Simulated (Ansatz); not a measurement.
# C2H7GeO2P: the cost of one run

Program: the Python package of Ansatz 0.2.0. Level of theory: CAM-B3LYP/def2-SVP. These are calculated values, not measurements.

## 1. The system

Bond lengths: P1–Ge2 2.284 Å, Ge2–O3 1.773 Å, O3–C4 1.402 Å, C4–C5 1.543 Å, Ge2–O6 1.773 Å, C5–O6 1.403 Å, P1–H7 1.453 Å, P1–H8 1.453 Å, Ge2–H9 1.550 Å, C4–H10 1.110 Å, C4–H11 1.113 Å, C5–H12 1.113 Å, C5–H13 1.110 Å. Angles (14 of 23 angles, heavy atoms first): P1–Ge2–O3 110.2°, P1–Ge2–O6 110.2°, O3–Ge2–O6 100.2°, Ge2–O3–C4 102.0°, O3–C4–C5 111.0°, C4–C5–O6 111.1°, Ge2–O6–C5 102.1°, P1–Ge2–H9 112.6°, O3–Ge2–H9 111.5°, O6–Ge2–H9 111.5°, Ge2–P1–H7 93.6°, Ge2–P1–H8 93.7°, O3–C4–H10 109.3°, O3–C4–H11 109.2°.

No structure file is read: the coordinates are typed or built in the script.

## 2. The code

The input, c2h7geo2p.py:

```python
import warnings

import ansatz as az
import numpy as np

BASIS_SET = "def2-SVP"
FUNCTIONAL = "cam_b3lyp"

GEOMETRY = """
P     2.33370   -0.47410    1.47600
Ge    0.59830   -1.03730    0.10180
O     0.44610    0.14720   -1.20850
C    -0.66910    0.89300   -0.80010
C    -1.64200    0.02670    0.02710
O    -0.94740   -0.78750    0.93390
H     1.98440    0.93590    1.49210
H     3.27960   -0.33960    0.38180
H     0.72080   -2.48030   -0.45000
H    -1.19300    1.28910   -1.69550
H    -0.32650    1.75900   -0.19100
H    -2.24360   -0.61580   -0.65360
H    -2.34140    0.68360    0.58600
"""

warnings.simplefilter("ignore", az.DeckWarning)

system = az.Crystal.molecule()
for line in GEOMETRY.strip().splitlines():
    symbol, *xyz = line.split()
    system = system.atom(symbol, [float(v) for v in xyz])

setup = system.calculation().basis(gaussian=BASIS_SET).functional(FUNCTIONAL)
symbols = [site.symbol for site in system.cartesian_sites]
start = np.array([site.position_ang for site in system.cartesian_sites], dtype=float)
def progress(event):
    if event["event"] == "relax_step":
        row = event["data"]
        print(f"step {row['step']:3d}  E = {row['lagrangian_ev']:.6f} eV  max force {row['allowed_force_max_ev_ang']:.4f} eV/A")


rep = setup.relax(force_tolerance=0.01).session().plan().execute(on_event=progress).report
end = np.array(rep["positions_ang"])

print("reference energy %16.6f eV" % rep["reference_energy_ev"])
print("total energy     %16.6f eV" % rep["free_energy_ev"])
print("occupied (up, down):", rep["n_occupied"], " virtual:", rep["n_virtual"], " frozen:", rep["n_frozen"])

print("bond        before    after (A)")
for i, j in [(0, 1), (0, 6), (0, 7), (1, 2), (1, 5), (1, 8), (2, 3), (3, 4), (3, 9), (3, 10), (4, 5), (4, 11), (4, 12)]:
    d0, d1 = (np.linalg.norm(xyz[i] - xyz[j]) for xyz in (start, end))
    print(f"{symbols[i]}{i}-{symbols[j]}{j}".ljust(10), f"{d0:8.4f} {d1:8.4f}")

charges = rep["charge_distribution"]
print("dipole moment", round(4.803205 * float(np.linalg.norm(charges["dipole_moment_e_ang"])), 3), "D")
print("Mulliken:", [(s, round(q, 3)) for s, q in zip(symbols, charges["mulliken_charges_e"])])
```

## 3. The calls as engine input

The package turns the script's settings into the engine's input:

```yaml
crystal:
  periodic: [false, false, false]
  atoms:
    - { symbol: P, position_ang: [2.3337, -0.4741, 1.476] }
    - { symbol: Ge, position_ang: [0.5983, -1.0373, 0.1018] }
    - { symbol: O, position_ang: [0.4461, 0.1472, -1.2085] }
    - { symbol: C, position_ang: [-0.6691, 0.893, -0.8001] }
    - { symbol: C, position_ang: [-1.642, 0.0267, 0.0271] }
    - { symbol: O, position_ang: [-0.9474, -0.7875, 0.9339] }
    - { symbol: H, position_ang: [1.9844, 0.9359, 1.4921] }
    - { symbol: H, position_ang: [3.2796, -0.3396, 0.3818] }
    - { symbol: H, position_ang: [0.7208, -2.4803, -0.45] }
    - { symbol: H, position_ang: [-1.193, 1.2891, -1.6955] }
    - { symbol: H, position_ang: [-0.3265, 1.759, -0.191] }
    - { symbol: H, position_ang: [-2.2436, -0.6158, -0.6536] }
    - { symbol: H, position_ang: [-2.3414, 0.6836, 0.586] }
basis:
  gaussian:
    orbitals: def2-SVP
hamiltonian:
  xc: cam_b3lyp
relax:
  f_tol: 0.01
```

## 4. The run

On the command line:

```sh
> python c2h7geo2p.py
```

Q: Estimate wall time and peak memory on 1 thread of Arm Neoverse V1, shared host.

About 3.4 min, with a peak of 0.59 GiB.
